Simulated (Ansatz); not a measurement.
**C4H2AlF: up Jacob's ladder to CCSD(T)**

An exercise on one series of results from a longer session: the logs are not shown, and one member is left open.

The runs use Ansatz 0.2.0, Gaussian basis; functionals in def2-TZVPP, the program's frozen cores in correlated methods.

Levels to be run: LDA (SPW92), PBE-D4, revPBE-D4, BLYP-D4, r2SCAN-D4, B97M-V, PBE0-D4, B3LYP-D4, r2SCANh-D4, r2SCAN0-D4, HSE06-D4, BHLYP-D4, CAM-B3LYP-D4, LC-ωPBE, ωB97X-V, ωB97M-V, B2PLYP, PBE-QIDH; CCSD(T)/def2-SVP; CCSD(T)/def2-TZVPP; MP2/def2-QZVPP; extrapolation to the limit; RPA on PBE.

## Structure used throughout

An earlier PBE0-D4 in a triple-zeta def2 set relaxation fixed the geometry.

8 atoms, charge 0, spin multiplicity 1.

Atoms are counted from 1 here; the program's logs count them from 0.

Bond lengths: F1–Al2 1.647 Å, Al2–C4 1.880 Å, Al2–H7 1.568 Å, C3–C4 1.333 Å, C3–C5 1.546 Å, C3–C6 1.447 Å, C4–C5 1.520 Å, C5–C6 1.318 Å, C6–H8 1.069 Å. Angles: F1–Al2–C4 117.7°, F1–Al2–H7 119.8°, C4–Al2–H7 122.5°, C4–C3–C5 63.2°, C4–C3–C6 115.4°, C5–C3–C6 52.1°, Al2–C4–C3 150.0°, Al2–C4–C5 144.8°, C3–C4–C5 65.2°, C3–C5–C4 51.5°, C3–C5–C6 60.1°, C4–C5–C6 111.6°, C3–C6–C5 67.8°, C3–C6–H8 141.9°, C5–C6–H8 150.3°.

The first run:

File in.yaml:

```yaml
crystal:
  periodic: [false, false, false]
  atoms:
    - {symbol: F, position_ang: [-1.616113, -2.168190, -1.494580]}
    - {symbol: Al, position_ang: [-0.161014, -1.828940, -0.800855]}
    - {symbol: C, position_ang: [0.829536, 0.755293, 0.611332]}
    - {symbol: C, position_ang: [0.066831, -0.126898, -0.034481]}
    - {symbol: C, position_ang: [-0.601665, 1.209656, 0.243725]}
    - {symbol: C, position_ang: [0.206065, 2.032736, 0.882462]}
    - {symbol: H, position_ang: [0.972808, -2.912708, -0.798746]}
    - {symbol: H, position_ang: [0.395752, 2.981952, 1.335342]}
basis:
  gaussian: {orbitals: def2-TZVPP}
hamiltonian: {xc: lda}
output: {orbitals: {seedname: orbitals}}
```

On the command line:

```
$ ansatz run in.yaml --threads 2 --pin off --events-out ev --progress --plain --max-ram 4352MiB
```

Among the steps run: LDA; PBE-D4 (GGA); revPBE-D4 (GGA); BLYP-D4 (GGA); r2SCAN-D4 (meta-GGA); B97M-V (meta-GGA); B3LYP-D4 (hybrid); r2SCANh-D4 (hybrid); r2SCAN0-D4 (hybrid); HSE06-D4 (hybrid); BHLYP-D4 (hybrid); CAM-B3LYP-D4 (range-separated); LC-ωPBE (range-separated); ωB97X-V (range-separated); ωB97M-V (range-separated); B2PLYP (double hybrid); PBE-QIDH (double hybrid).

One table of the session follows, with a row left open; its other results are not shown here.

It belongs to the step «Frontier levels by functional». 

| functional | HOMO (eV) | LUMO (eV) | gap (eV) |
| --- | --- | --- | --- |
| LDA (SPW92) | -5.80 | -3.34 | 2.46 |
| PBE-D4 | -5.58 | -3.05 | 2.54 |
| revPBE-D4 | -5.50 | -2.94 | 2.57 |
| BLYP-D4 | -5.41 | -2.88 | 2.53 |
| r2SCAN-D4 | -5.72 | -2.80 | 2.92 |
| B97M-V | -5.73 | -2.62 | 3.11 |
| PBE0-D4 | -6.57 | -1.92 | 4.64 |
| B3LYP-D4 | -6.36 | -2.16 | 4.20 |
| r2SCANh-D4 | ? | ? | ? |
| r2SCAN0-D4 | -6.67 | -1.78 | 4.89 |
| HSE06-D4 | -6.17 | -2.32 | 3.86 |
| BHLYP-D4 | -7.41 | -0.74 | 6.67 |
| CAM-B3LYP-D4 | -7.79 | -0.72 | 7.06 |
| LC-ωPBE | -9.09 | 0.46 | 9.54 |
| ωB97X-V | -8.72 | 0.39 | 9.10 |
| ωB97M-V | -8.61 | 0.25 | 8.86 |

Estimate the missing values for r2SCANh-D4.

Worked estimate for «HOMO (eV)». Against the share of exact exchange, r2SCAN-D4 (0, -5.72), r2SCAN0-D4 (0.25, -6.67) give a slope of -3.80 per unit share; at 0.1 the line stands at -6.10.

As computed: HOMO (eV): -6.10; LUMO (eV): -2.39; gap (eV): 3.71. In «HOMO (eV)» the line misses by 0.00.
